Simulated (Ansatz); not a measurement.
# OW: the cost of one run

The runs use Ansatz 0.2.0, Gaussian basis; def2-QZVPP, core rule «outside noble gas», up to 5 orbitals frozen.

The runs, in order: UHF; ROHF; CCSD(T) on UHF.

## 1. What is computed

The geometry is a PBE0/def2-TZVP stationary point (not a proven minimum) of the parent state, kept for this charge and spin. No spin-orbit coupling is included. Elements past krypton take def2 core potentials.

2 atoms, charge 1, spin multiplicity 4.

Atoms are counted from 1 here; the program's logs count them from 0.

Bond lengths: W1–O2 1.631 Å.

Coordinates:

```xyz
2
charge 1, multiplicity 4
W     0.0000    0.0000    0.0000
O     0.0000    0.0000    1.6312
```

## 2. UHF

Contents of in.yaml:

```yaml
crystal:
  periodic: [false, false, false]
  atoms:
    - {symbol: W, position_ang: [0.000000, 0.000000, 0.000000]}
    - {symbol: O, position_ang: [0.000000, 0.000000, 1.631200]}
basis:
  gaussian: {orbitals: "def2-QZVPP.json"}
total_charge: 1
magnetization: {spin_polarized: true, initial_magnetization: 3}
hamiltonian: {xc: hf}
output: {orbitals: {seedname: orbitals}}
```

Started as:

```sh
ansatz run in.yaml --threads 1 --pin off --events-out ev --progress --plain --max-ram 4096MiB --backend cpu
```

**Question.** How long does this run take on 1 thread of AMD EPYC 7R13, shared host, and how much memory does it need?

About 6.5 s, with a peak of 0.32 GiB.
